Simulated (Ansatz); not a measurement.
Y3GaC, space group Pm-3m: a convergence test of the k-point mesh, run with the Python package of Ansatz (0.2.0).

Script `y3gac_kconv.py`:
```python
"""k-point test for Y3GaC."""

import ansatz
from pymatgen.core import Lattice, Structure
from pymatgen.io.ase import AseAtomsAdaptor
from tabulate import tabulate

XC = "lda"
CUTOFF_EV = 510
FILLING = "Gaussian"
MAX_ITERATIONS = 80


def main() -> None:
    pmg_structure = Structure(
        Lattice([[4.854286, 0.0, 0.0], [0.0, 4.854286, 0.0], [0.0, 0.0, 4.854286]]),
        ["Y", "Y", "Y", "Ga", "C"],
        [
            [0.5, 0.0, 0.5],
            [0.5, 0.5, 0.0],
            [0.0, 0.5, 0.5],
            [0.0, 0.0, 0.0],
            [0.5, 0.5, 0.5],
        ],
    )
    xtal = ansatz.Crystal.from_ase(AseAtomsAdaptor.get_atoms(pmg_structure))

    calc = (
        xtal.calculation()
        .functional(XC)
        .pseudopotentials("paw")
        .basis(CUTOFF_EV)
        .occupations(FILLING)
        .scf(max_iterations=MAX_ITERATIONS)
    )

    rows = []
    for value in [(2, 2, 2), (3, 3, 3), (4, 4, 4), (5, 5, 5), (6, 6, 6)]:
        rep = calc.kpoints(mesh=value).run(threads=1, backend="cpu").report
        rows.append((value, rep["free_energy_ev"] / len(rep["lattice"]["sites"]), rep["n_iterations"], rep["n_kpoints"]))

    print(tabulate(rows, headers=["mesh", "F/atom (eV)", "iterations", "k-points"], floatfmt=".4f", tablefmt="github"))

    # differences from the last row
    for row in rows[:-1]:
        shift = 1000 * (row[1] - rows[-1][1])
        print(f"{row[0]}: {shift:+.2f} meV/atom" + ("  (within 2 meV)" if abs(shift) < 2 else ""))


if __name__ == "__main__":
    main()
```

How fast does the energy converge with the mesh (threshold 2 meV an atom)?

From 5×5×5 on it stays within 2 meV an atom of the value at 6×6×6; the first row (2×2×2) is off by 125.7 meV and the last but one by 1.53 meV. That rests on few rows after larger swings, so the series isn't shown to be converged. This holds for F at a smearing of 0.1 eV; a narrower one needs a denser mesh.

The output:

`python y3gac_kconv.py` gives:
```text
| mesh      |   F/atom (eV) |   iterations |   k-points |
|-----------|---------------|--------------|------------|
| (2, 2, 2) |    -3037.6987 |            7 |          4 |
| (3, 3, 3) |    -3037.8168 |            8 |          4 |
| (4, 4, 4) |    -3037.8195 |            8 |         10 |
| (5, 5, 5) |    -3037.8228 |            8 |         10 |
| (6, 6, 6) |    -3037.8244 |            8 |         20 |
(2, 2, 2): +125.66 meV/atom
(3, 3, 3): +7.56 meV/atom
(4, 4, 4): +4.87 meV/atom
(5, 5, 5): +1.53 meV/atom  (within 2 meV)
```

Notes:
- This cell is a computed structure, which may not be the phase found in nature.
- Shifts are counted from the finest mesh, which is itself no proven limit.
- It ran for 13 s on 1 thread of Arm Neoverse V1 (shared host), peak memory 0.51 GiB.
